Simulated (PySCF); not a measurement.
# In: dipole response in aug-cc-pVQZ-DK3

Aim: the static polarisability and the C₆ coefficient of In, method by method.

The numbers are computed with PySCF 2.14.0 (unrestricted determinants in a Gaussian basis, no spin-orbit coupling in the energies), except any that are marked as measured or tabulated.

**1. The system**

```
Element     : indium (Z = 49)
Basis       : aug-cc-pVQZ-DK3 (9s8p6d3f2g, 102 functions)
Hamiltonian : the spin-free X2C one-electron Hamiltonian (Gaussian nucleus)
State 1     : In: [Kr] 4d10 5s1 5p2, high-spin 4P determinant (an excited configuration)
Methods     : revPBE
```

Outer shells as boxes (Hund's rule):

In [Kr] 4d10 5s1 5p2
```
[Kr] core
4d [↑↓][↑↓][↑↓][↑↓][↑↓]
5s [↑ ]
5p [↑ ][↑ ][  ]
```

One driver process ran all states and methods and kept the integrals in memory. Each run is shown as a PySCF script that sums up its settings (the driver passes frozen orbitals as a list and adds second-order terms of double hybrids); the logs are those of the runs themselves. The driver starts from symmetry-adapted Hartree-Fock orbitals, holds the occupation by maximum overlap and uses a logarithmic radial grid for functionals, so a plain start would take other cycles.

The integrals over 102 functions and the set-up took 8.7 s of CPU time.

**2. In [Kr] 4d10 5s1 5p2, at revPBE**

Level: revPBE.

Contents of input.py:

```python
from pyscf import gto, scf, dft, mp, cc
import basis_set_exchange as bse
mol = gto.M(atom="In 0 0 0", charge=0, spin=3, symmetry="D2h",
            basis=gto.basis.parse(bse.get_basis("aug-cc-pVQZ-DK3", elements=["In"], fmt="nwchem")),
            nucmod="G")
mf = dft.UKS(mol, xc="PBE_R,PBE").sfx2c1e()
mf.irrep_nelec = {'Ag': (9, 8), 'B1g': (2, 2), 'B2g': (2, 2), 'B3g': (2, 2), 'B1u': (4, 3), 'B2u': (4, 3), 'B3u': (3, 3)}
mf.kernel()
```

The log of the run:

```text
damping factor = 0
level_shift factor = 0
DIIS = <class 'pyscf.scf.diis.CDIIS'>
diis_start_cycle = 1
diis_space = 10
diis_damp = 0
SCF conv_tol = 1e-09
SCF conv_tol_grad = None
number electrons alpha = 26  beta = 23
XC functionals = PBE_R,PBE
    Y. Zhang and W. Yang.,  Phys. Rev. Lett. 80, 890 (1998)
    J. P. Perdew, K. Burke, and M. Ernzerhof.,  Phys. Rev. Lett. 77, 3865 (1996)
    J. P. Perdew, K. Burke, and M. Ernzerhof.,  Phys. Rev. Lett. 78, 1396 (1997)
cycle= 1 E= -5880.4038362715  delta_E= -0.0112  |g|= 0.0526  |ddm|= 3.28
cycle= 2 E= -5880.40368137228  delta_E= 0.000155  |g|= 0.0546  |ddm|= 1.76
cycle= 3 E= -5880.40432146394  delta_E= -0.00064  |g|= 0.00386  |ddm|= 1.03
cycle= 4 E= -5880.4043258703  delta_E= -4.41e-06  |g|= 0.000277  |ddm|= 0.106
cycle= 5 E= -5880.40432591278  delta_E= -4.25e-08  |g|= 3.13e-05  |ddm|= 0.00798
cycle= 6 E= -5880.40432591343  delta_E= -6.53e-10  |g|= 6.72e-07  |ddm|= 0.0017
converged SCF energy = -5880.40432591343  <S^2> = 3.7519349  2S+1 = 4.0009673
```

CPU time 23 s on a shared host, the integrals not counted.

Orbital energies by shell (radii are means over both spins):

```
shell  electrons  mean orbital energy (eV)  spread (eV)  rms radius (bohr)
 1s α          1                  -27702.9            0             0.0340
 1s β          1                  -27702.9            0             0.0340
 2s α          1                   -4150.5            0              0.139
 2s β          1                   -4150.5            0              0.139
 2p α          3                   -3727.7        0.039              0.124
 2p β          3                   -3727.7        0.058              0.124
 3s α          1                   -789.15            0              0.372
 3s β          1                   -789.11            0              0.372
 3p α          3                   -650.36        0.137              0.373
 3p β          3                   -650.32        0.152              0.373
 3d α          5                   -433.97        0.123              0.353
 3d β          5                   -433.94        0.136              0.353
 4s α          1                   -120.91            0              0.903
 4s β          1                   -120.83            0              0.903
 4p α          3                   -79.506        0.318              0.986
 4p β          3                   -79.406        0.359              0.986
 4d α          5                   -20.028        0.338               1.29
 4d β          5                   -19.648        0.454               1.29
 5s α          1                    -9.658            0               2.74
 5p α          2                    -3.695            0               3.71
```

⟨S²⟩ = 3.752, ⟨L²⟩ = 2.00.

The driver then solved the coupled dipole response at imaginary frequencies: mean α = 77.31 bohr³ (xx, yy, zz: 59.14, 86.40, 86.40), C₆ = 850.1 au for a like pair.

Radial density 4πr²ρ of In at revPBE, without picture-change correction:

```
r (bohr)  density  spin density
0.000503    0.732         0.000
0.000845     1.70         0.000
 0.00142     3.86         0.001
 0.00239     8.45         0.001
 0.00402     17.5         0.003
 0.00677     32.7         0.005
  0.0114     52.0         0.008
  0.0191     63.4         0.008
  0.0322     56.6         0.008
  0.0542     59.7         0.021
  0.0911     80.4         0.023
   0.153     57.7        -0.022
   0.258     65.2         0.055
   0.434     33.0         0.005
   0.729     21.3         0.101
    1.23     12.5         0.045
    2.06     2.55         1.060
    3.47    0.834         0.787
    5.84    0.118         0.118
    9.82  0.00274         0.003
```

**3. The response side by side**

In [Kr] 4d10 5s1 5p2, in atomic units:

```
method  mean α  C₆ (like pair)  S(−4)
revPBE   77.31           850.1   2962
```

α(iu) at revPBE:

```
u (hartree)  α(iu) (bohr³)
          0          77.31
     0.0500          70.76
      0.100          57.53
      0.200          35.52
      0.300          23.24
      0.500          12.35
      0.750          7.293
       1.00          5.029
       1.50          2.971
       2.00          2.011
       3.00          1.105
       5.00         0.4721
```

**4. Results**

| quantity | value |
| --- | --- |
| α of In [Kr] 4d10 5s1 5p2 | 77.31 (revPBE) bohr³ |

A single London oscillator with the computed α and C₆ of In [Kr] 4d10 5s1 5p2 at revPBE would have ω = 4 C₆ / (3 α²) = 0.190 hartree. The basis is finite, and no extrapolation was made.
